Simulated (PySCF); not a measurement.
# WO4 (-2): NMR shieldings

What do calculations give for the NMR shieldings of WO4 (-2) (`[O]=[W-2](=[O])(=[O])=[O]`)?

Programs: PySCF 2.14.0, with routines of our own; each step states its level. All values are computed. Atoms count from 0.

3 further runs of the same task are left out: 3 for a basis unfit for spin-orbit shieldings.

## (1) The system as given

5 atoms, charge -2, multiplicity 1; geometry from: GFN2-xTB.

## (2) NMR shieldings: PBE/x2c-SVPall-2c W:us-x2c-SVPall-2c, spin-free

The job: settings as JSON, then the geometry in Å.

```
{"job": {"xc": "PBE", "basis": {"default": "x2c-SVPall-2c", "W": "us-x2c-SVPall-2c"}, "rel": "sf", "kind": "hnmr"}, "charge": -2, "multiplicity": 1}
W     -0.000050    -0.000670     0.000130
O      0.011250    -0.018680     1.803500
O      1.696500     0.011620    -0.611290
O     -0.857340     1.476060    -0.581050
O     -0.850360    -1.468330    -0.611300
```

Method: PBE/x2c-SVPall-2c W:us-x2c-SVPall-2c GIAO NMR shielding, spin-free X2C, Gaussian nuclei, gas phase.

Launch:

```sh
> OMP_NUM_THREADS=1 python heavy_run.py task.json out
```

The driver reads the jobs from task.json and runs them one after another.

Log:

```text
spin-free SCF
coarse grid: 29656 points
cycle   1  E = -16441.7302465188  dE =  1.055e+00  |g| = 3.331e+00  |ddm| = 2.536e+01
cycle   2  E = -16422.7677291676  dE =  1.896e+01  |g| = 9.405e+00  |ddm| = 1.629e+01
cycle   3  E = -16443.7229631998  dE = -2.096e+01  |g| = 8.487e-01  |ddm| = 1.462e+01
cycle   4  E = -16443.8435916052  dE = -1.206e-01  |g| = 1.744e-01  |ddm| = 5.254e-01
cycle   5  E = -16443.8398329712  dE =  3.759e-03  |g| = 1.776e-01  |ddm| = 2.095e-01
cycle   6  E = -16443.8408726947  dE = -1.040e-03  |g| = 1.548e-01  |ddm| = 1.687e-01
cycle   7  E = -16443.8457806497  dE = -4.908e-03  |g| = 1.065e-02  |ddm| = 1.158e-01
cycle   8  E = -16443.8457859575  dE = -5.308e-06  |g| = 8.418e-03  |ddm| = 1.177e-02
cycle   9  E = -16443.8458000459  dE = -1.409e-05  |g| = 1.880e-03  |ddm| = 6.910e-03
cycle  10  E = -16443.8458006369  dE = -5.910e-07  |g| = 7.793e-04  |ddm| = 2.400e-03
final grid: 60424 points
cycle  11  E = -16443.8590874468  dE = -1.373e-06  |g| = 3.112e-03  |ddm| = 3.427e-03
cycle  12  E = -16443.8590671566  dE =  2.029e-05  |g| = 1.108e-02  |ddm| = 9.591e-03
cycle  13  E = -16443.8590890547  dE = -2.190e-05  |g| = 4.137e-04  |ddm| = 7.556e-03
cycle  14  E = -16443.8590890518  dE =  2.947e-09  |g| = 4.189e-04  |ddm| = 6.720e-04
cycle  15  E = -16443.8590890747  dE = -2.296e-08  |g| = 2.483e-04  |ddm| = 4.425e-04
cycle  16  E = -16443.8590890872  dE = -1.252e-08  |g| = 8.175e-06  |ddm| = 1.960e-04
cycle  17  E = -16443.8590890873  dE = -3.638e-11  |g| = 3.088e-06  |ddm| = 1.077e-05
converged SCF energy = -16443.8590890873
check of the scalar solution
cycle   1  E = -16443.8590890871  dE = -1.644e+04  |FDS-SDF| = 2.956e+00
cycle   2  E = -16443.8687968140  dE = -9.708e-03  |FDS-SDF| = 6.284e-03
cycle   3  E = -16443.8687965503  dE =  2.637e-07  |FDS-SDF| = 2.209e-03
cycle   4  E = -16443.8687942605  dE =  2.290e-06  |FDS-SDF| = 3.933e-03
cycle   5  E = -16443.8687969803  dE = -2.720e-06  |FDS-SDF| = 2.664e-04
cycle   6  E = -16443.8687969918  dE = -1.153e-08  |FDS-SDF| = 6.874e-05
converged, E = -16443.8687969918

Field gradients (au) and densities at the nuclei (bohr^-3)
atom        Vxx        Vyy        Vzz        centre      nuclear mean
  0 W     -0.0082    -0.0216     0.0298    1256866.639    1227280.396
  1 O     -0.0462    -0.0480     0.0941        286.824        286.823
  2 O     -0.0468    -0.0477     0.0944        286.824        286.823
  3 O     -0.0471    -0.0484     0.0954        286.824        286.824
  4 O     -0.0460    -0.0469     0.0929        286.824        286.823
without picture change
  0 W                            0.0274                   3255799.238

Core orbital energies (eV)
atom   shell        mean    spread
  0 W  1s       -69242.891   0.000
  0 W  2s       -11941.759   0.000
  0 W  3s        -2742.693   0.000
  0 W  4s         -556.851   0.000
  0 W  5s          -68.375   0.000
  0 W  2p       -10479.247   0.010
  0 W  3p        -2307.098   0.003
  0 W  4p         -413.163   0.001
  0 W  5p          -33.203   0.001
  0 W  3d        -1788.857   0.004
  0 W  4d         -226.768   0.013
  0 W  4f          -22.044   0.065

Shielding tensors (ppm)
atom      isotropic    diamagn.    paramagn.     s11        s22        s33       span
  0 W      1181.35     8904.37    -7723.02    1179.78    1181.85    1182.41       2.62
  1 O      -136.18      405.08     -541.27    -215.17    -213.77      20.39     235.56
  2 O      -136.18      405.08     -541.26    -214.89    -214.01      20.36     235.25
  3 O      -136.16      405.07     -541.24    -214.79    -213.96      20.26     235.05
  4 O      -136.22      405.09     -541.32    -214.89    -214.25      20.47     235.36
```

Wall time 15 s (1 thread of Arm Neoverse V1, shared host); peak memory 0.73 GiB.

## (3) NMR shieldings: PBE/x2c-SVPall-2c W:us-x2c-SVPall-2c in water, spin-free

The job: settings as JSON, then the geometry in Å.

```
{"job": {"xc": "PBE", "basis": {"default": "x2c-SVPall-2c", "W": "us-x2c-SVPall-2c"}, "rel": "sf", "solvent": "water", "kind": "hnmr"}, "charge": -2, "multiplicity": 1}
W     -0.000050    -0.000670     0.000130
O      0.011250    -0.018680     1.803500
O      1.696500     0.011620    -0.611290
O     -0.857340     1.476060    -0.581050
O     -0.850360    -1.468330    -0.611300
```

Level: PBE/x2c-SVPall-2c W:us-x2c-SVPall-2c GIAO NMR shielding, spin-free X2C, Gaussian nuclei, IEF-PCM water.

Log:

```text
spin-free SCF
coarse grid: 29656 points
cycle   1  E = -16442.0974437294  dE =  6.877e-01  |g| = 3.313e+00  |ddm| = 2.536e+01
cycle   2  E = -16424.3555716239  dE =  1.774e+01  |g| = 9.269e+00  |ddm| = 1.446e+01
cycle   3  E = -16444.0550749506  dE = -1.970e+01  |g| = 8.721e-01  |ddm| = 1.278e+01
cycle   4  E = -16444.1834001914  dE = -1.283e-01  |g| = 2.122e-01  |ddm| = 5.908e-01
cycle   5  E = -16444.1830495402  dE =  3.507e-04  |g| = 1.539e-01  |ddm| = 2.205e-01
cycle   6  E = -16444.1862021894  dE = -3.153e-03  |g| = 7.711e-02  |ddm| = 1.127e-01
cycle   7  E = -16444.1873291840  dE = -1.127e-03  |g| = 2.102e-02  |ddm| = 6.701e-02
cycle   8  E = -16444.1874158774  dE = -8.669e-05  |g| = 2.116e-03  |ddm| = 1.582e-02
cycle   9  E = -16444.1874160543  dE = -1.770e-07  |g| = 1.935e-03  |ddm| = 3.449e-03
final grid: 60424 points
cycle  10  E = -16444.2006934289  dE =  7.508e-06  |g| = 7.551e-03  |ddm| = 6.970e-03
cycle  11  E = -16444.2005493784  dE =  1.441e-04  |g| = 2.797e-02  |ddm| = 2.448e-02
cycle  12  E = -16444.2007045581  dE = -1.552e-04  |g| = 6.241e-04  |ddm| = 1.929e-02
cycle  13  E = -16444.2007045650  dE = -6.905e-09  |g| = 5.967e-04  |ddm| = 8.747e-04
cycle  14  E = -16444.2007046268  dE = -6.180e-08  |g| = 1.339e-04  |ddm| = 4.387e-04
cycle  15  E = -16444.2007046301  dE = -3.292e-09  |g| = 1.254e-05  |ddm| = 1.230e-04
converged SCF energy = -16444.2007046301
check of the scalar solution
cycle   1  E = -16444.2007046301  dE = -1.644e+04  |FDS-SDF| = 2.956e+00
cycle   2  E = -16444.2104174762  dE = -9.713e-03  |FDS-SDF| = 6.281e-03
cycle   3  E = -16444.2104173009  dE =  1.752e-07  |FDS-SDF| = 2.077e-03
cycle   4  E = -16444.2104155849  dE =  1.716e-06  |FDS-SDF| = 3.431e-03
cycle   5  E = -16444.2104176367  dE = -2.052e-06  |FDS-SDF| = 2.538e-04
cycle   6  E = -16444.2104176465  dE = -9.732e-09  |FDS-SDF| = 6.896e-05
converged, E = -16444.2104176465

Field gradients (au) and densities at the nuclei (bohr^-3)
atom        Vxx        Vyy        Vzz        centre      nuclear mean
  0 W     -0.0084    -0.0216     0.0300    1256866.886    1227280.637
  1 O     -0.0402    -0.0420     0.0822        286.826        286.826
  2 O     -0.0408    -0.0418     0.0826        286.827        286.826
  3 O     -0.0411    -0.0424     0.0835        286.827        286.826
  4 O     -0.0402    -0.0408     0.0809        286.827        286.826
without picture change
  0 W                            0.0276                   3255799.899

Core orbital energies (eV)
atom   shell        mean    spread
  0 W  1s       -69252.229   0.000
  0 W  2s       -11951.098   0.000
  0 W  3s        -2752.035   0.000
  0 W  4s         -566.193   0.000
  0 W  5s          -77.715   0.000
  0 W  2p       -10488.585   0.010
  0 W  3p        -2316.440   0.003
  0 W  4p         -422.505   0.001
  0 W  5p          -42.453   0.001
  0 W  3d        -1798.198   0.010
  0 W  4d         -236.110   0.014
  0 W  4f          -31.383   0.050

Shielding tensors (ppm)
atom      isotropic    diamagn.    paramagn.     s11        s22        s33       span
  0 W      1160.45     8904.45    -7744.00    1158.83    1160.97    1161.55       2.72
  1 O      -126.51      404.18     -530.69    -201.42    -199.95      21.84     223.25
  2 O      -126.72      404.18     -530.90    -201.35    -200.45      21.64     223.00
  3 O      -126.49      404.17     -530.66    -201.02    -200.12      21.68     222.69
  4 O      -126.76      404.19     -530.95    -201.35    -200.72      21.79     223.14
```

Wall time 16 s (1 thread of Arm Neoverse V1, shared host); peak memory 0.71 GiB.

## (4) NMR shieldings: PBE/x2c-SVPall-2c W:us-x2c-SVPall-2c in dichloromethane, spin-free

The job: settings as JSON, then the geometry in Å.

```
{"job": {"xc": "PBE", "basis": {"default": "x2c-SVPall-2c", "W": "us-x2c-SVPall-2c"}, "rel": "sf", "solvent": "dichloromethane", "kind": "hnmr"}, "charge": -2, "multiplicity": 1}
W     -0.000050    -0.000670     0.000130
O      0.011250    -0.018680     1.803500
O      1.696500     0.011620    -0.611290
O     -0.857340     1.476060    -0.581050
O     -0.850360    -1.468330    -0.611300
```

Method: PBE/x2c-SVPall-2c W:us-x2c-SVPall-2c GIAO NMR shielding, spin-free X2C, Gaussian nuclei, IEF-PCM dichloromethane.

Log:

```text
spin-free SCF
coarse grid: 29656 points
cycle   1  E = -16442.0590656410  dE =  7.261e-01  |g| = 3.315e+00  |ddm| = 2.536e+01
cycle   2  E = -16424.1474550928  dE =  1.791e+01  |g| = 9.294e+00  |ddm| = 1.463e+01
cycle   3  E = -16444.0199601174  dE = -1.987e+01  |g| = 8.759e-01  |ddm| = 1.294e+01
cycle   4  E = -16444.1493822415  dE = -1.294e-01  |g| = 2.081e-01  |ddm| = 5.862e-01
cycle   5  E = -16444.1485989912  dE =  7.833e-04  |g| = 1.570e-01  |ddm| = 2.192e-01
cycle   6  E = -16444.1514808111  dE = -2.882e-03  |g| = 9.039e-02  |ddm| = 1.207e-01
cycle   7  E = -16444.1530900642  dE = -1.609e-03  |g| = 1.831e-02  |ddm| = 7.437e-02
cycle   8  E = -16444.1531545521  dE = -6.449e-05  |g| = 2.324e-03  |ddm| = 1.416e-02
cycle   9  E = -16444.1531544228  dE =  1.294e-07  |g| = 2.485e-03  |ddm| = 3.697e-03
final grid: 60424 points
cycle  10  E = -16444.1664239069  dE =  1.540e-05  |g| = 9.839e-03  |ddm| = 8.866e-03
cycle  11  E = -16444.1661578424  dE =  2.661e-04  |g| = 3.743e-02  |ddm| = 3.286e-02
cycle  12  E = -16444.1664434562  dE = -2.856e-04  |g| = 6.408e-04  |ddm| = 2.606e-02
cycle  13  E = -16444.1664434655  dE = -9.328e-09  |g| = 6.042e-04  |ddm| = 8.563e-04
cycle  14  E = -16444.1664435299  dE = -6.436e-08  |g| = 8.051e-05  |ddm| = 3.995e-04
cycle  15  E = -16444.1664435311  dE = -1.182e-09  |g| = 1.874e-05  |ddm| = 8.987e-05
converged SCF energy = -16444.1664435311
check of the scalar solution
cycle   1  E = -16444.1664435312  dE = -1.644e+04  |FDS-SDF| = 2.956e+00
cycle   2  E = -16444.1761558908  dE = -9.712e-03  |FDS-SDF| = 6.285e-03
cycle   3  E = -16444.1761556617  dE =  2.291e-07  |FDS-SDF| = 2.160e-03
cycle   4  E = -16444.1761536338  dE =  2.028e-06  |FDS-SDF| = 3.709e-03
cycle   5  E = -16444.1761560554  dE = -2.422e-06  |FDS-SDF| = 2.577e-04
cycle   6  E = -16444.1761560664  dE = -1.096e-08  |FDS-SDF| = 9.696e-05
cycle   7  E = -16444.1761560660  dE =  3.420e-10  |FDS-SDF| = 1.141e-04
cycle   8  E = -16444.1761560670  dE = -9.750e-10  |FDS-SDF| = 1.457e-06
converged, E = -16444.1761560670

Field gradients (au) and densities at the nuclei (bohr^-3)
atom        Vxx        Vyy        Vzz        centre      nuclear mean
  0 W     -0.0086    -0.0216     0.0302    1256866.863    1227280.616
  1 O     -0.0410    -0.0428     0.0837        286.825        286.825
  2 O     -0.0416    -0.0426     0.0842        286.826        286.826
  3 O     -0.0419    -0.0432     0.0851        286.826        286.826
  4 O     -0.0410    -0.0415     0.0825        286.826        286.826
without picture change
  0 W                            0.0278                   3255799.839

Core orbital energies (eV)
atom   shell        mean    spread
  0 W  1s       -69251.290   0.000
  0 W  2s       -11950.160   0.000
  0 W  3s        -2751.096   0.000
  0 W  4s         -565.254   0.000
  0 W  5s          -76.776   0.000
  0 W  2p       -10487.647   0.010
  0 W  3p        -2315.501   0.003
  0 W  4p         -421.566   0.001
  0 W  5p          -41.513   0.001
  0 W  3d        -1797.260   0.009
  0 W  4d         -235.172   0.014
  0 W  4f          -30.444   0.050

Shielding tensors (ppm)
atom      isotropic    diamagn.    paramagn.     s11        s22        s33       span
  0 W      1163.50     8904.44    -7740.93    1161.94    1164.01    1164.57       2.63
  1 O      -127.04      404.28     -531.32    -202.18    -200.73      21.80     223.98
  2 O      -127.44      404.28     -531.72    -202.36    -201.49      21.53     223.88
  3 O      -127.21      404.27     -531.48    -202.07    -201.10      21.54     223.61
  4 O      -127.42      404.29     -531.71    -202.26    -201.68      21.68     223.94
```

Wall time 16 s (1 thread of Arm Neoverse V1, shared host); peak memory 0.74 GiB.

## (5) Shieldings side by side

```tsv
run	W0	O3	O1	O4	O2	time
step 2, PBE/x2c-SVPall-2c W:us-x2c-SVPall-2c, spin-free	1181.3	-136.2	-136.2	-136.2	-136.2	15 s
step 3, PBE/x2c-SVPall-2c W:us-x2c-SVPall-2c in water, spin-free	1160.4	-126.5	-126.5	-126.8	-126.7	16 s
step 4, PBE/x2c-SVPall-2c W:us-x2c-SVPall-2c in dichloromethane, spin-free	1163.5	-127.2	-127.0	-127.4	-127.4	16 s
```

## (6) Summary of results

| quantity | value |
| --- | --- |
| shieldings (step 2, PBE/x2c-SVPall-2c W:us-x2c-SVPall-2c, spin-free) | W0 1181.3, O1 -136.2, O2 -136.2, O3 -136.2, O4 -136.2 ppm |
| shieldings (step 3, PBE/x2c-SVPall-2c W:us-x2c-SVPall-2c in water, spin-free) | W0 1160.4, O1 -126.5, O2 -126.7, O3 -126.5, O4 -126.8 ppm |
| shieldings (step 4, PBE/x2c-SVPall-2c W:us-x2c-SVPall-2c in dichloromethane, spin-free) | W0 1163.5, O1 -127.0, O2 -127.4, O3 -127.2, O4 -127.4 ppm |

In step 2 the highest level lies above zero, so the outer electrons are held by the basis. A continuum can't give the shift that close solvent molecules cause at an ion. W0 moves most between the runs, by 21 ppm; the labels say what changes from run to run. No run holds spin-orbit coupling, which is large for shieldings at and beside heavy atoms. The geometry comes from tight binding, which is rough for metal atoms, and these values hang on it.
